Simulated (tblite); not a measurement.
# Al21H12N21 ((3,3) AlN nanotube piece): the cost of one run

Computed with tblite 0.8.0 and PySCF 2.14.0 and routines of our own; the level stands in each step. Atoms count from 0.

## 1. The starting structure

54 atoms, charge 0, multiplicity 1; geometry from: force field, distance geometry or constructed start.

## 2. Relaxing the molecule with GFN2-xTB

What the job is given:

```
{"job": {"kind": "relax", "xc": "GFN2-xTB", "basis": "xTB"}, "charge": 0, "multiplicity": 1}
Al     1.296500     2.235300    -4.687000
N     -0.451800     2.546500    -4.692300
N     -2.422200     0.881200    -3.122600
Al    -2.583900     0.004400    -4.691600
N     -1.979800    -1.661600    -4.682000
N      0.445300    -2.544400    -3.126200
Al     1.291700    -2.235400    -4.688700
N      2.430800    -0.880800    -4.683900
Al     2.585900    -0.002100    -3.124000
N      1.976000     1.659600    -3.122000
Al     1.289500     2.235900    -1.563900
N     -0.451100     2.541900    -1.561800
Al    -1.295000     2.237800    -3.118600
N     -2.425200     0.882900    -0.002700
Al    -2.585400     0.005100    -1.561600
N     -1.980700    -1.659800    -1.555500
Al    -1.291200    -2.235200    -3.122700
N      0.447500    -2.547300    -0.001000
Al     1.291000    -2.235300    -1.559300
N      2.430200    -0.882600    -1.559100
Al     2.580900     0.003800     0.001500
N      1.977900     1.661900    -0.000200
Al     1.295000     2.241700     1.568400
N     -0.452800     2.539600     1.560300
Al    -1.291100     2.239700     0.000900
N     -2.433500     0.882600     3.126100
Al    -2.582500     0.002300     1.561100
N     -1.979400    -1.659800     1.563000
Al    -1.291000    -2.236700    -0.002000
N      0.449700    -2.543500     3.127000
Al     1.295200    -2.236500     1.560700
N      2.425500    -0.882200     1.562000
Al     2.582200     0.000100     3.121700
N      1.980900     1.659100     3.127300
Al     1.292800     2.238900     4.682100
N     -0.448100     2.546100     4.682500
Al    -1.292400     2.237200     3.119500
Al    -2.582300     0.002500     4.682800
N     -1.977700    -1.664300     4.685300
Al    -1.296400    -2.233700     3.124800
Al     1.291500    -2.239400     4.689200
N      2.433300    -0.889100     4.689100
H      2.167600     2.449700    -5.941200
H     -0.949900     2.878900    -5.532800
H     -3.205700     0.650300    -5.935200
H     -2.019300    -2.263000    -5.534400
H      1.041700    -3.097200    -5.938200
H      2.969600    -0.612200    -5.528700
H      2.164300     2.449100     5.937800
H     -0.950600     2.880100     5.533000
H     -3.202900     0.641300     5.940700
H     -2.010800    -2.263300     5.530700
H      1.038900    -3.097700     5.937700
H      2.966500    -0.616400     5.528000
```

Started as:

```console
$ OMP_NUM_THREADS=8 python large_run.py task.json out
```

This one command runs all jobs of the session in turn.

Q: Estimate the wall time and peak memory of this first job on 8 threads of Intel Xeon 6975P-C, shared host.

About 44 s, with a peak of 0.16 GiB.
